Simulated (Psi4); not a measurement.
# InClF2 (SMILES [F][In]([F])[Cl]): SVWN5/def2-SVP (core potential)

Aim: the vertical singlet–triplet gap of InClF2 at SVWN5/def2-SVP (core potential), from 2 runs. 

The results are computed with Psi4 1.11.

10 further runs of the same task are left out: 10 that didn't finish.

## (1) The structure to begin with

InClF2: 4 atoms, total charge 0, spin state singlet. As SMILES, `[F][In]([F])[Cl]`. The shape is that of a PBE0-D4/def2-TZVP optimisation.

Bond lengths: F1–In2 1.923 Å, In2–F3 1.923 Å, In2–Cl4 2.277 Å. Angles: F1–In2–F3 114.8°, F1–In2–Cl4 122.6°, F3–In2–Cl4 122.6°.

## (2) Energy and gradient at SVWN5/def2-SVP (core potential)

job.py reads:

```python
import psi4

psi4.set_memory('2200 MB')
psi4.set_num_threads(1)
psi4.core.set_output_file('clf2in.out', False)

molecule = psi4.geometry("""
F      1.11153691     1.16142568     3.30626483
In     0.08825021    -0.07653391     0.04743213
F      1.57130727    -3.25165174    -0.91103696
Cl    -2.66621459     2.05280949    -2.48083246
units bohr
symmetry c1
""")

psi4.set_options({
    'basis': 'def2-SVP',
    'puream': True,
    'e_convergence': 1e-09,
    'd_convergence': 1e-08,
    'scf_type': 'pk',
    'dft_radial_points': 99,
    'dft_spherical_points': 590,
})

result, w = psi4.gradient('scf', dft_functional={"name": "SVWN5", "x_functionals": {"LDA_X": {}}, "c_functionals": {"LDA_C_VWN": {}}}, molecule=molecule, return_wfn=True)
psi4.oeprop(w, 'MULLIKEN_CHARGES', 'MAYER_INDICES', 'LOWDIN_CHARGES', title='SCF')
print('gradient / Eh bohr^-1')
print(result.np.round(6))
print(f'energy = {w.energy():.10f} Eh')
```

On the command line:

```console
$ python job.py
```

clf2in.out:

```text
[...]
    !!!  WARNING: ECP capability is in beta. Please check occupations closely.  !!!
[...]
  Running in c1 symmetry.
[...]
  Nuclear repulsion =  244.158990485171842
[...]
  Multiplicity = 1
[...]
  Nalpha       = 28
  Nbeta        = 28
[...]
    Number of basis functions: 72
[...]
   @RKS iter   1:  -846.58364938759030   -1.02105e+00   9.11896e-03 ADIIS/DIIS
[...]
   @RKS iter  12:  -846.74182072127837   -3.06954e-12   3.89159e-09 DIIS
[...]
  @RKS Final Energy:  -846.74182072127837
   => Energetics <=
    Nuclear Repulsion Energy =            244.1589904851718416
    One-Electron Energy =               -1735.5084315837116264
    Two-Electron Energy =                 707.4517607081429560
    DFT Exchange-Correlation Energy =     -62.8441403308816007
    Empirical Dispersion Energy =           0.0000000000000000
    VV10 Nonlocal Energy =                  0.0000000000000000
    Total Energy =                       -846.7418207212783727
[...]
 Multipole Moments:
 ------------------------------------------------------------------------------------
     Multipole            Electronic (a.u.)      Nuclear  (a.u.)        Total (a.u.)
 ------------------------------------------------------------------------------------
 L = 1.  Multiply by 2.5417464519 to convert [e a0] to [Debye]
 Dipole X            :          9.4568704           -9.7511753           -0.2943049
 Dipole Y            :         -7.3120542            7.5394123            0.2273581
 Dipole Z            :          8.6808283           -8.9509166           -0.2700883
 Magnitude           :                                                    0.4596246
[...]
  -Total Gradient:
     Atom            X                  Y                   Z
    ------   -----------------  -----------------  -----------------
       1       -0.001187534459    -0.001943788542    -0.004363166593
       2       -0.000334290550     0.000253403905    -0.000308202737
       3       -0.001837783137     0.004285907109     0.001587971029
       4        0.003150865572    -0.002434688306     0.002891769672
[...]
  Mulliken Charges: (a.u.)
   Center  Symbol    Alpha    Beta     Spin     Total
       1     F     4.66854  4.66854  0.00000 -0.33707
       2    IN    10.09918 10.09918  0.00000  0.80164
       3     F     4.66853  4.66853  0.00000 -0.33707
       4    CL     8.56375  8.56375  0.00000 -0.12750
   Total alpha = 28.00000, Total beta = 28.00000, Total charge = -0.00000
  Lowdin Charges: (a.u.)
   Center  Symbol    Alpha    Beta     Spin     Total
       1     F     4.60945  4.60945  0.00000 -0.21890
       2    IN    10.31695 10.31695  0.00000  0.36610
[...]
```

The script printed:

```text
gradient / Eh bohr^-1
[[-0.001188 -0.001944 -0.004363]
 [-0.000334  0.000253 -0.000308]
 [-0.001838  0.004286  0.001588]
 [ 0.003151 -0.002435  0.002892]]
energy = -846.7418207213 Eh
```

It took 17 s on 1 thread of Intel Xeon at 2.50GHz (Skylake/Cascade Lake), shared host; peak memory 0.35 GiB.

## (3) The triplet: the energy at USVWN5/def2-SVP (core potential)

clf2in.inp reads:

```
memory 2200 MB

molecule geom {
  0 3
  F      0.588200     0.614600     1.749600
  In     0.046700    -0.040500     0.025100
  F      0.831500    -1.720700    -0.482100
  Cl    -1.410900     1.086300    -1.312800
  units angstrom
  symmetry c1
  no_reorient
  no_com
}

set basis def2-SVP
set reference uks
set puream true
set e_convergence 1e-09
set d_convergence 1e-06
set scf_type pk
set dft_radial_points 99
set dft_spherical_points 590
set maxiter 150
set level_shift 0.3
set level_shift_cutoff 1e-09

energy_value, wavefunction = energy("scf", dft_functional={"name": "SVWN5", "x_functionals": {"LDA_X": {}}, "c_functionals": {"LDA_C_VWN": {}}}, return_wfn=True)
oeprop(wavefunction, "MULLIKEN_CHARGES", "DIPOLE", "MAYER_INDICES")
```

On the command line:

```console
$ psi4 -n 1 clf2in.inp clf2in.out
```

clf2in.out, cut to the lines that bear on the results:

```text
[...]
    !!!  WARNING: ECP capability is in beta. Please check occupations closely.  !!!
[...]
  Running in c1 symmetry.
[...]
  Nuclear repulsion =  244.158990462678702
[...]
  Multiplicity = 3
[...]
  Nalpha       = 29
  Nbeta        = 27
[...]
    Number of basis functions: 72
[...]
   @UKS iter   1:  -846.27163868285231   -7.09897e-01   1.09568e-02 ADIIS/DIIS/SHIFT
[...]
   @UKS iter 131:  -846.57738069533161   -8.76298e-10   9.18217e-07 DIIS/SHIFT
[...]
   @S^2 Observed:                2.001054021E+00
[...]
  @UKS Final Energy:  -846.57738069533161
   => Energetics <=
    Nuclear Repulsion Energy =            244.1589904626787018
    One-Electron Energy =               -1735.3809569313011707
    Two-Electron Energy =                 707.4515027506677143
    DFT Exchange-Correlation Energy =     -62.8069169773769218
    Empirical Dispersion Energy =           0.0000000000000000
    VV10 Nonlocal Energy =                  0.0000000000000000
    Total Energy =                       -846.5773806953316125
[...]
 Multipole Moments:
 ------------------------------------------------------------------------------------
     Multipole            Electronic (a.u.)      Nuclear  (a.u.)        Total (a.u.)
 ------------------------------------------------------------------------------------
 L = 1.  Multiply by 2.5417464519 to convert [e a0] to [Debye]
 Dipole X            :         18.7619967          -19.3267960           -0.5647993
 Dipole Y            :        -14.0421033           14.4785147            0.4364113
 Dipole Z            :         19.1022274          -19.6210264           -0.5187990
 Magnitude           :                                                    0.8823863
[...]
  Mulliken Charges: (a.u.)
   Center  Symbol    Alpha    Beta     Spin     Total
       1     F     4.79080  4.46497  0.32583 -0.25577
       2    IN    10.62277  9.90079  0.72198  0.47644
       3     F     4.79084  4.46481  0.32603 -0.25565
       4    CL     8.79559  8.16943  0.62616  0.03498
   Total alpha = 29.00000, Total beta = 27.00000, Total charge =  0.00000
  Mayer Bond Indices:
  Total Bond Index:
  Irrep: 1 Size: 4 x 4
[...]
```

Run time: 84 s. Hardware: 1 thread of Intel Xeon at 2.50GHz (Skylake/Cascade Lake), shared host; peak memory 0.35 GiB.

## (4) Outcome

At SVWN5/def2-SVP (core potential):

```
                                        quantity          value
                           singlet: total energy  -846.74182 Eh
                          singlet: dipole moment         1.17 D
                            singlet: HOMO energy       -8.35 eV
                            singlet: LUMO energy       -4.21 eV
                          singlet: HOMO–LUMO gap        4.14 eV
               singlet: largest force on an atom     0.253 eV/Å
                           triplet: total energy  -846.57738 Eh
                          triplet: dipole moment         2.24 D
     triplet: HOMO energy (highest over α and β)       -4.28 eV
                                   triplet: ⟨S²⟩          2.001
vertical energy of the triplet above the singlet       4.475 eV
```

**Reading.** At this shape the triplet lies 4.47 eV (103 kcal/mol) above the singlet. The largest force (singlet) is 0.25 eV/Å: the shape isn't a stationary point for this species at this level.
